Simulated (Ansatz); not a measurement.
HfIn4SiO6:

```xyz
12
Lattice="2.7159 -4.7036 0.0083 2.7159 4.7036 0.0083 -1.8792 0.0000 7.4013" Properties=species:S:1:pos:R:3 pbc="T T T"
Hf    2.7159   -2.7125    0.0083
In    1.7763   -1.1453    3.7090
In    2.7159    0.4231    0.0083
In    1.7763    2.0313    3.7090
In    1.7763   -4.3098    3.7090
Si    2.7159    3.5589    0.0083
O    -1.1497    0.2444    6.4159
O     4.7022    0.2444    1.0021
O     1.9910   -1.2091    6.4253
O     1.5616   -1.2091    0.9927
O     1.8741    2.2355    0.9933
O     1.6785    2.2355    6.4246
```

The cell was built by a generator and needn't be a form met in nature.

Base run:

| Property | Result |
| --- | --- |
| Program | Ansatz 0.2.0 |
| Functional | PBE |
| Potentials or basis | Ansatz PAW |
| Cutoff | 420 eV |
| Density cutoff | 1680 eV |
| k mesh | 6 × 6 × 4 |
| Occupations | fermi-dirac, width 0.05 eV |
| Spin | no spin polarisation |
| Hubbard terms | Hf d U = 8 eV |

Its results: band gap on the k mesh none (metal or under the smearing width); pressure 2.2 GPa; largest force 0.448 eV/Å.

The run is repeated on the same cell with these changes: hubbard terms from Hf d U = 8 eV to Hf d U = 6 eV. What comes out?

Band gap on the k mesh none (metal or under the smearing width); pressure 1.6 GPa; largest force 0.317 eV/Å.

Caveats: U without spin polarisation on a metal has little footing; the density of states is complete only up to the lowest level of the last band computed.

Not every run made on this cell is shown here.
